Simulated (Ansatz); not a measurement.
# AlBrH₂S: basis-set convergence

One table from this session's results is given with a row withheld; the runs are named, their logs left out.

The runs use Ansatz 0.2.0, Gaussian basis; one geometry, several basis sets.

Plan: PBE0-D4/def2-SVP; ωB97M-V/def2-SVP; PBE0-D4/def2-QZVPP; ωB97M-V/def2-QZVPP; the functionals' def2-TZVPP values are taken from earlier runs.

### The relaxed structure

An earlier PBE0-D4 in a triple-zeta def2 set relaxation fixed the geometry.

SMILES `[SH][AlH][Br]`, 5 atoms, charge 0, spin multiplicity 1.

Atoms are counted from 1 here; the program's logs count them from 0.

Bond lengths: S1–Al2 2.170 Å, S1–H4 1.345 Å, Al2–Br3 2.253 Å, Al2–H5 1.569 Å. Angles: Al2–S1–H4 93.1°, S1–Al2–Br3 118.8°, S1–Al2–H5 120.6°, Br3–Al2–H5 120.6°.

Set-up of the first run:

in.yaml reads:

```yaml
crystal:
  periodic: [false, false, false]
  atoms:
    - {symbol: S, position_ang: [-1.672807, -0.006471, 0.297404]}
    - {symbol: Al, position_ang: [0.491588, 0.125630, 0.390945]}
    - {symbol: Br, position_ang: [1.687782, -0.358513, -1.456138]}
    - {symbol: H, position_ang: [-1.666657, -0.383163, -0.993549]}
    - {symbol: H, position_ang: [1.209995, 0.548816, 1.719937]}
basis:
  gaussian: {orbitals: def2-SVP}
hamiltonian: {xc: pbe0, dispersion: d4}
output: {orbitals: {seedname: orbitals}}
```

Steps of the session up to this table: PBE0-D4 in def2-SVP; ωB97M-V in def2-SVP; PBE0-D4 in def2-QZVPP; ωB97M-V in def2-QZVPP.

One table of the session follows, with a row left open; its other results are not shown here.

It belongs to the step «Functionals by basis». 

| functional | basis | HOMO (eV) |
| --- | --- | --- |
| PBE0-D4 | def2-SVP | ? |
| PBE0-D4 | def2-TZVPP | -8.05 |
| PBE0-D4 | def2-QZVPP | -8.07 |
| ωB97M-V | def2-SVP | -10.07 |
| ωB97M-V | def2-TZVPP | -10.22 |
| ωB97M-V | def2-QZVPP | -10.25 |

Estimate the missing values for PBE0-D4, def2-SVP.

As computed: HOMO (eV): -7.95. In the column «HOMO (eV)» it is the highest.
